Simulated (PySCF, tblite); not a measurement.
**C₄H₇GeO radical: geometry, infrared bands and EPR parameters**

What infrared bands and EPR parameters should C₄H₇GeO radical (`C=[C]C(=C)[O][GeH3]`) show?

Computed with tblite 0.8.0 and PySCF 2.14.0, with density-fitted response routines of our own, on a single molecule in the gas phase. Atoms count from 0, in the outputs and in this text.

### 1 The molecule as given

13 atoms, charge 0, multiplicity 2; geometry from: force field or distance geometry start.

Bonds of the start (Å): C0–C1 1.31, C1–C2 1.43, C2–C3 1.34, C2–O4 1.38, O4–Ge5 1.80, C0–H6 1.10, C0–H7 1.07, C3–H8 1.09, C3–H9 1.09, Ge5–H10 1.57, Ge5–H11 1.56, Ge5–H12 1.57.

### 2 Relaxing the molecule with GFN2-xTB

What the job is given:

```
{"job": {"kind": "relax", "xc": "GFN2-xTB", "basis": "xTB"}, "charge": 0, "multiplicity": 2}
C     -0.936400    -2.012600    -0.340600
C     -0.163300    -0.958000    -0.240200
C     -0.543800     0.400700    -0.019900
C     -1.802000     0.835000     0.083600
O      0.442600     1.363900     0.072000
Ge     2.176200     0.887900     0.218600
H     -2.023700    -1.867400    -0.275100
H     -0.569100    -3.010600    -0.491500
H     -2.569700     0.068600     0.023800
H     -2.038100     1.885500     0.253800
H      2.877300     1.455700    -1.064600
H      2.328300    -0.664900     0.311000
H      2.817200     1.616700     1.451500
```

Started as:

```bash
> OMP_NUM_THREADS=1 python probes_run.py task.json out
```

One launch serves the whole session: the jobs run in the order shown.

**Question.** This job is followed by: GFN2-xTB harmonic vibrations, gas phase; UKS B3LYP, def2-TZVP-core on Ge, pcH-1 on C H O, non-relativistic, mean-field spin-orbit, GIAO. Predict these results of the whole session: strongest single infrared mode (GFN2-xTB); zero-point energy (GFN2-xTB); g(iso) (B3LYP); ⟨S²⟩; largest a(iso) (averaged by class); potential on the surface of density 0.002 e/bohr³, 1st and 99th percentile.

As calculated:

```
                                                                  quantity                    value
                                 strongest single infrared mode (GFN2-xTB)    2003 cm⁻¹, 525 km/mol
                                              zero-point energy (GFN2-xTB)            52.8 kcal/mol
                                                            g(iso) (B3LYP)                  2.00229
                                                                      ⟨S²⟩       0.777 (exact 0.75)
                                        largest a(iso) (averaged by class)  1H on H6, H7, 114.7 MHz
potential on the surface of density 0.002 e/bohr³, 1st and 99th percentile       -1.13 V and 1.30 V
```

In words: Over 150 steps the energy fell by 0.779 eV; of the close pairs, Ge5–H12 changed most, 1.569 to 1.488 Å. All 33 modes are real, so the xTB geometry is a minimum. The strongest single mode, at 2003 cm⁻¹, moves mainly H11 and H10. GFN2-xTB is a fitted tight-binding method: band positions and strengths are rough. Its intensities can rank the bands wrongly. The largest spin populations lie on C3 (0.71 e), C1 (0.60 e). The isotropic g lies 0.0 ppt below the free-electron value. The hyperfine terms hold no scalar relativity, which the heavier nuclei need. These values are for one conformer; the search (at its own cheap level) found 2 more, at 1.31, 10.02 kcal/mol, and measured spectra average over such forms.
